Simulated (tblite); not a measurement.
# ClFGeH3: the cost of one run

Programs: tblite 0.8.0 and PySCF 2.14.0. All values are calculated, for the isolated system unless a continuum is named. Atoms count from 0, parts from 1.

## (1) Starting point

6 atoms, charge -1, multiplicity 1; geometry: rigid parts in contact. Parts: 1 = atoms 0–4, `[F][GeH3]`, charge 0; 2 = atom 5, `[Cl-]`, charge -1.

## (2) Search for minima with GFN2-xTB

Job settings and geometry (Å):

```
{"job": {"kind": "dock", "xc": "GFN2-xTB", "basis": "xTB"}, "charge": -1, "multiplicity": 1, "parts": [{"atoms": "0-4", "charge": 0, "multiplicity": 1}, {"atoms": "5-5", "charge": -1, "multiplicity": 1}]}
Ge    -0.136999     0.018772     0.013717
F      1.573342    -0.212148    -0.159325
H     -0.700344    -0.640402    -1.201767
H     -0.285248     1.504058     0.046573
H     -0.450750    -0.670281     1.300802
Cl    -1.917158     0.048742    -3.170729
```

With the program's defaults for keys left out, this is: GFN2-xTB search for minima from random contacts, gas phase.

On the command line:

```sh
$ OMP_NUM_THREADS=1 python cluster_run.py task.json out
```

This one command runs all jobs of the session in turn.

Q: Estimate the wall time of this first job on 1 thread of Arm Neoverse N1, shared host.

About 2.5 s.
